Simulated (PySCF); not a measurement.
**Sc: dipole response in aug-cc-pwCVTZ-DK plus 1 even-tempered diffuse shell per l**

Aim: the static polarisability and the C₆ coefficient of Sc, method by method.

Program: PySCF 2.14.0. Level of theory: unrestricted determinants in a Gaussian basis, no spin-orbit coupling in the energies. These are calculated values, not measurements, unless marked.

## Step 1: Starting point

- Element: scandium (Z = 21)
- Basis: aug-cc-pwCVTZ-DK with one added diffuse shell each of s, p, d, f, g type (11s10p8d5f4g, 152 functions)
- Hamiltonian: the spin-free X2C one-electron Hamiltonian (Gaussian nucleus)
- State 1: Sc: [Ar] 3d1 4s2, 2D determinant
- Methods: PBEsol

The outer shells:

Sc [Ar] 3d1 4s2
```
[Ar] core
3d [↑ ][  ][  ][  ][  ]
4s [↑↓]
```

One driver process ran all states and methods and kept the integrals in memory. Each run is shown as a PySCF script that sums up its settings (the driver passes frozen orbitals as a list and adds second-order terms of double hybrids); the logs are those of the runs themselves. The driver starts from symmetry-adapted Hartree-Fock orbitals, holds the occupation by maximum overlap and uses a logarithmic radial grid for functionals, so a plain start would take other cycles.

It was started by

```bash
$ OMP_NUM_THREADS=1 python atomrun2.py TASK.json OUT
```

The integrals over 152 functions and the set-up took 5.6 s of CPU time.

## Step 2: Sc, at PBEsol

PBEsol:

input.py

```python
from pyscf import gto, scf, dft, mp, cc
import basis_set_exchange as bse
mol = gto.M(atom="Sc 0 0 0", charge=0, spin=1, symmetry="D2h",
            basis=gto.basis.parse(bse.get_basis("aug-cc-pwCVTZ-DK", elements=["Sc"], fmt="nwchem", header=False, augment_diffuse=1)),
            nucmod="G")
mf = dft.UKS(mol, xc="PBEsol").sfx2c1e()
mf.irrep_nelec = {'Ag': (4, 4), 'B1g': (1, 0), 'B1u': (2, 2), 'B2u': (2, 2), 'B3u': (2, 2)}
mf.kernel()
```

The log of the run:

```text
damping factor = 0
level_shift factor = 0
DIIS = <class 'pyscf.scf.diis.CDIIS'>
diis_start_cycle = 1
diis_space = 10
diis_damp = 0
SCF conv_tol = 1e-09
SCF conv_tol_grad = None
number electrons alpha = 11  beta = 10
XC functionals = PBEsol
    J. P. Perdew, A. Ruzsinszky, G. I. Csonka, O. A. Vydrov, G. E. Scuseria, L. A. Constantin, X. Zhou, and K. Burke.,  Phys. Rev. Lett. 100, 136406 (2008)
    J. P. Perdew, A. Ruzsinszky, G. I. Csonka, O. A. Vydrov, G. E. Scuseria, L. A. Constantin, X. Zhou, and K. Burke.,  Phys. Rev. Lett. 100, 136406 (2008)
cycle= 1 E= -763.046246751022  delta_E= -0.0167  |g|= 0.0357  |ddm|= 1.29
cycle= 2 E= -763.047189918687  delta_E= -0.000943  |g|= 0.013  |ddm|= 0.278
cycle= 3 E= -763.047725261378  delta_E= -0.000535  |g|= 0.0205  |ddm|= 0.199
cycle= 4 E= -763.047930275526  delta_E= -0.000205  |g|= 0.012  |ddm|= 0.0495
cycle= 5 E= -763.04824516875  delta_E= -0.000315  |g|= 0.00293  |ddm|= 0.267
cycle= 6 E= -763.048264237743  delta_E= -1.91e-05  |g|= 0.0018  |ddm|= 0.102
cycle= 7 E= -763.04827980314  delta_E= -1.56e-05  |g|= 0.000127  |ddm|= 0.0442
cycle= 8 E= -763.048279832175  delta_E= -2.9e-08  |g|= 6.23e-05  |ddm|= 0.00158
cycle= 9 E= -763.048279834275  delta_E= -2.1e-09  |g|= 4.9e-06  |ddm|= 0.000231
cycle= 10 E= -763.048279834389  delta_E= -1.13e-10  |g|= 6.9e-07  |ddm|= 0.000106
converged SCF energy = -763.048279834389  <S^2> = 1.0397094  2S+1 = 2.2713075
```

Time after the integrals: 76 s (1 thread of Neoverse-V2, shared host).

The occupied shells:

| shell | electrons | mean orbital energy (eV) | spread (eV) | rms radius (bohr) |
| --- | --- | --- | --- | --- |
| 1s β | 1 | -4388.1 | 0 | 0.0845 |
| 1s α | 1 | -4388.1 | 0 | 0.0845 |
| 2s α | 1 | -472.84 | 0 | 0.374 |
| 2s β | 1 | -472.65 | 0 | 0.374 |
| 2p α | 3 | -387.19 | 0.222 | 0.342 |
| 2p β | 3 | -387.04 | 0.383 | 0.342 |
| 3s α | 1 | -54.538 | 0 | 1.16 |
| 3s β | 1 | -53.894 | 0 | 1.16 |
| 3p α | 3 | -33.247 | 0.267 | 1.27 |
| 3p β | 3 | -32.594 | 0.947 | 1.27 |
| 4s α | 1 | -4.170 | 0 | 3.92 |
| 4s β | 1 | -3.942 | 0 | 3.92 |
| 3d α | 1 | -3.422 | 0 | 2.23 |

⟨S²⟩ = 1.040, ⟨L²⟩ = 6.98.

The driver then solved the coupled dipole response at imaginary frequencies: mean α = 122.8 bohr³ (xx, yy, zz: 120.0, 120.0, 128.3), C₆ = 1501 au for a like pair.

⟨S²⟩ = 1.04 against 0.75 shows spin contamination.

Radial density 4πr²ρ of Sc at PBEsol:

| r (bohr) | density | spin density |
| --- | --- | --- |
| 0.00131 | 0.168 | 0.000 |
| 0.00220 | 0.430 | 0.000 |
| 0.00370 | 1.08 | 0.000 |
| 0.00622 | 2.62 | 0.000 |
| 0.0105 | 5.95 | 0.000 |
| 0.0176 | 12.1 | 0.000 |
| 0.0296 | 20.3 | 0.000 |
| 0.0498 | 24.9 | 0.000 |
| 0.0838 | 20.6 | -0.002 |
| 0.141 | 19.4 | -0.001 |
| 0.237 | 26.3 | 0.018 |
| 0.399 | 14.9 | 0.112 |
| 0.671 | 7.23 | 0.329 |
| 1.13 | 8.00 | 0.469 |
| 1.90 | 2.11 | 0.333 |
| 3.19 | 0.774 | 0.132 |
| 5.37 | 0.222 | 0.015 |
| 9.03 | 0.00727 | 0.000 |
| 15.2 | 1.19e-05 | 0.000 |

## Step 3: Polarisabilities and C₆

Sc, in atomic units:

| method | mean α | C₆ (like pair) | S(−4) |
| --- | --- | --- | --- |
| PBEsol | 122.8 | 1501 | 8130 |

Reference α: 97 ± 10 bohr³ (recommended; Schwerdtfeger and Nagle, table of static dipole polarizabilities (2023 update)). Published C₆: 1383 (Chu and Dalgarno (2004); Tang, Norbeck and Certain (1976)).

α(iu) at PBEsol:

| u (hartree) | α(iu) (bohr³) |
| --- | --- |
| 0 | 122.8 |
| 0.0500 | 105.8 |
| 0.100 | 76.08 |
| 0.200 | 37.94 |
| 0.300 | 22.06 |
| 0.500 | 10.71 |
| 0.750 | 6.121 |
| 1.00 | 4.154 |
| 1.50 | 2.385 |
| 2.00 | 1.573 |
| 3.00 | 0.8390 |
| 5.00 | 0.3603 |

## Step 4: What came out

| quantity | value |
| --- | --- |
| α of Sc | 122.8 (PBEsol) bohr³; reference 97.00 |

What this shows: For Sc PBEsol differs from the reference by +27 %. All values hold for this basis alone; no basis-set limit was taken.
